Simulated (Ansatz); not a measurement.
**Hf (diamond type): a single-point run**

The task is a single-point run on Hf (diamond type). The structure is shown as the input types it.

Program: Ansatz 0.2.0. Level of theory: DFT, LDA, norm-conserving pseudopotentials, Ansatz's default files, scalar-relativistic. These are calculated values, not measurements.

1 further run of the same task is left out (it didn't finish). Runs told in other sessions of the task aren't counted.

## (1) The starting structure

It takes space group Fd-3m (No. 227, cubic). The conventional cell has a = 6.223 Å, b = 6.223 Å, c = 6.223 Å, α = 90.00°, β = 90.00°, γ = 90.00°. Around Hf (site symmetry -43m) lie 4 Hf at 2.69 Å.

The input asks for a charge of +6 e on the cell.

Coordinates:

```
Hf
1.0
     0.00000    3.11149    3.11149
     3.11149    0.00000    3.11149
     3.11149    3.11149    0.00000
Hf
2
Direct
  0.87500 0.87500 0.87500
  0.12500 0.12500 0.12500
```

## (2) Input and run

The input, input.yaml:

```yaml
crystal:
  lattice:
    - [0.0, 3.1114920633, 3.1114920633]
    - [3.1114920633, 0.0, 3.1114920633]
    - [3.1114920633, 3.1114920633, 0.0]
  atoms:
    - { symbol: Hf, position: [-0.125, -0.125, -0.125] }
    - { symbol: Hf, position: [0.125, 0.125, 0.125] }
kpoints:
  mp_grid: { grid: [11, 11, 11] }
scf:
  occupations: { method: fermi_dirac, width: 0.05 }
  max_iter: 50
hamiltonian:
  xc: lda
  pseudopotentials: { kind: nc }
output:
  forces: true
  stress: true
  eigenvalues: true
total_charge: 6
```

Run with:

```console
> ansatz run input.yaml --threads 1 --pin off --max-ram 2048MiB --backend cpu --events-out ev --progress --plain --runs-dir out
```

What happens when this is run?

The program finished normally. It gives a pressure of 67 GPa, which is large; a structure far from rest gives such values too, whatever the setting.

In the input, total_charge is 6. The typed charge changes the electron count, so this is no longer the system that was meant.

Run again and compare: delete total_charge (the default then holds).
